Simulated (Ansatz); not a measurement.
This script drives Ansatz 0.2.0, Python API.

`run_bend.py`
```python
import ansatz
from ase import Atoms

SETTINGS = {
    'basis': 'cc-pVDZ',
    'xc': 'b3lyp',
    'fmax': 0.02,
}

atoms = Atoms(['N', 'C', 'O', 'Si', 'H', 'H', 'H', 'H', 'H'], positions=[
    (0.5955, 1.1678, -1.0237),
    (0.4607, 0.4638, 0.0108),
    (1.318, 0.7607, 0.9682),
    (-0.6936, -0.9262, 0.2369),
    (-0.1499, 0.9363, -1.7573),
    (1.8823, 1.5234, 0.6559),
    (-1.6019, -1.0488, -0.9673),
    (-0.0543, -2.2345, 0.417),
    (-1.6683, -0.6887, 1.4425),
])

first = (
    ansatz.Crystal.molecule_from_ase(atoms).calculation()
    .basis(gaussian=SETTINGS['basis'])
    .functional(SETTINGS['xc'])
    .relax(force_tolerance=SETTINGS['fmax'], max_steps=80)
)
atoms.positions = first.run().report['positions_ang']

rows = []
for angle in [90, 100, 110, 120, 135, 150, 165, 179]:
    bent = atoms.copy()
    bent.set_angle(1, 2, 5, angle, indices=[5])
    calc = (
        ansatz.Crystal.molecule_from_ase(bent).calculation()
        .basis(gaussian=SETTINGS['basis'])
        .functional(SETTINGS['xc'])
    )
    rows.append((angle, calc.run().report['free_energy_ev']))
floor = min(e for _, e in rows)
for angle, e in rows:
    print(f'angle C1-O2-H5 = {angle:3d} deg   {1000 * (e - floor):9.1f} meV')
```

It is started by `python run_bend.py`. Estimate its wall time and peak memory on 1 thread of Arm Neoverse V1 (shared host).

It took about 55 s, with a peak of 0.24 GiB, for 9 runs of the engine.

```console
$ python run_bend.py
angle C1-O2-H5 =  90 deg       198.1 meV
angle C1-O2-H5 = 100 deg        14.1 meV
angle C1-O2-H5 = 110 deg         0.0 meV
angle C1-O2-H5 = 120 deg       119.5 meV
angle C1-O2-H5 = 135 deg       472.3 meV
angle C1-O2-H5 = 150 deg       916.9 meV
angle C1-O2-H5 = 165 deg      1304.8 meV
angle C1-O2-H5 = 179 deg      1492.2 meV
```

The scan is rigid, and the energies are electronic, in a modest basis. The zero is the lowest point of the grid, which needn't be the minimum. b3lyp holds the VWN-RPA fit, as in Gaussian; the form of ORCA and Turbomole is b3lyp5.
